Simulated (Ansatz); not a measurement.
# SbH3 (singlet): the correlation ladder at a displaced geometry (v1), def2-TZVPP

An exercise on one series of results from a longer session: the logs are not shown, and one member is left open.

Program: Ansatz 0.2.0, Gaussian basis. Level of theory: def2-TZVPP, core rule «outside noble gas», up to 9 orbitals frozen. These are calculated values, not measurements.

The runs, in order: UHF; CCSD(T) on RHF; BCCD(T) on RHF; CCSDT(Q) on RHF; CASSCF and NEVPT2, 8 electrons in 7 orbitals.

10 further runs of the same task are left out: 5 that didn't finish, 5 set aside as unsound or not needed.

**What is computed**

The geometry is a PBE0/def2-TZVP stationary point (not a proven minimum) with its atoms shifted at random (size 0.040 Å). No spin-orbit coupling is included. Elements past krypton take def2 core potentials.

4 atoms, charge 0, spin multiplicity 1.

Atoms are counted from 1 here; the program's logs count them from 0.

Bond lengths: Sb1–H2 1.700 Å, Sb1–H3 1.690 Å, Sb1–H4 1.732 Å. Angles: H2–Sb1–H3 91.7°, H2–Sb1–H4 93.2°, H3–Sb1–H4 94.3°.

Set-up of the first run:

File in.yaml:

```yaml
crystal:
  periodic: [false, false, false]
  atoms:
    - {symbol: Sb, position_ang: [0.000190, -0.000066, -0.022577]}
    - {symbol: H, position_ang: [1.405779, -0.004296, 0.934483]}
    - {symbol: H, position_ang: [-0.673057, 1.259616, 0.881128]}
    - {symbol: H, position_ang: [-0.755640, -1.247386, 0.911667]}
basis:
  gaussian: {orbitals: def2-TZVPP}
magnetization: {spin_polarized: true, initial_magnetization: 0}
hamiltonian: {xc: hf}
output: {orbitals: {seedname: orbitals}}
```

Started as:

```bash
> ansatz run in.yaml --threads 1 --pin off --events-out ev --progress --plain --max-ram 2393MiB
```

Steps of the session up to this table: UHF; CCSD(T) on RHF; BCCD(T) on RHF; CCSDT(Q) on RHF; CASSCF and NEVPT2, 8 electrons in 7 orbitals.

One of the session's tables, all rows but one given; the rest of the session is left out.

It belongs to the step «Misses and costs». 

```
        method  from RCCSDT(Q) (kcal/mol)
           RHF                          ?
          RMP2                     +21.29
         RCCSD                      +3.68
      RCCSD(T)                      +0.61
       BCCD(T)                      +0.59
        RCCSDT                      +0.11
     RCCSDT(Q)                          0
CASSCF valence                     +76.19
NEVPT2 valence                     +19.68
```

Q: Estimate the row for RHF from the others.

**Answer.** from RCCSDT(Q) (kcal/mol): +108.92. In the column «from RCCSDT(Q) (kcal/mol)» it is the highest.
